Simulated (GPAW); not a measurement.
A run of GPAW 26.7.0:

run.py

```python
from ase import Atoms
from ase.eos import EquationOfState
from ase.io import Trajectory
from ase.units import GPa
from gpaw import GPAW, PW, setup_paths

setup_paths.insert(0, '.')

atoms = Atoms(['Sn', 'Sn', 'Sn', 'Se'],
              cell=[[0.0, 3.733138, 3.733138],
                    [3.733138, 0.0, 3.733138],
                    [3.733138, 3.733138, 0.0]],
              scaled_positions=[[0.5, 0.5, 0.5],
                                [0.75, 0.75, 0.75],
                                [0.25, 0.25, 0.25],
                                [0.0, 0.0, 0.0]],
              pbc=True)

traj = Trajectory('eos.traj', 'w')
volumes, energies = [], []
for x in [0.94, 0.96, 0.98, 1.0, 1.02, 1.04, 1.06]:
    a = atoms.copy()
    a.set_cell(atoms.cell * x**(1 / 3), scale_atoms=True)
    calc = GPAW(mode=PW(600),
                xc='PBEsol',
                kpts={'size': (6, 6, 6), 'gamma': True},
                occupations={'name': 'fermi-dirac', 'width': 0.05},
                nbands=38,
                convergence={'density': 1e-05, 'energy': 1e-05},
                maxiter=150,
                txt=f'eos-{x:.2f}.txt')
    a.calc = calc
    energies.append(a.get_potential_energy(force_consistent=True))
    volumes.append(a.get_volume())
    p = -a.get_stress()[:3].mean() / GPa
    calc.write(f'eos-{x:.2f}.gpw')
    traj.write(a)
    print(f'{x:.2f} {volumes[-1]:10.4f} A^3 {energies[-1]:14.6f} eV {p:9.3f} GPa', flush=True)

v0, e0, B = EquationOfState(volumes, energies, eos='birchmurnaghan').fit()
print(f'V0 = {v0:.4f} A^3, E0 = {e0:.6f} eV, B0 = {B / GPa:.2f} GPa')
```

Potentials or basis: PAW data sets generated in the run's folder for this functional, pw.

Launch:

```bash
$ gpaw-setup -f PBEsol Se Sn
$ OMP_NUM_THREADS=1 python run.py
```

Hardware: 1 thread of Arm Neoverse V1, on a shared host.

**Question.** Estimate the wall time of this run.

**Answer.** Run time: 4.9 min on 1 thread of Arm Neoverse V1 (shared host), peak memory 0.44 GiB. Counts: scf iterations 69, plane waves 3287, bands 38, k points 16.
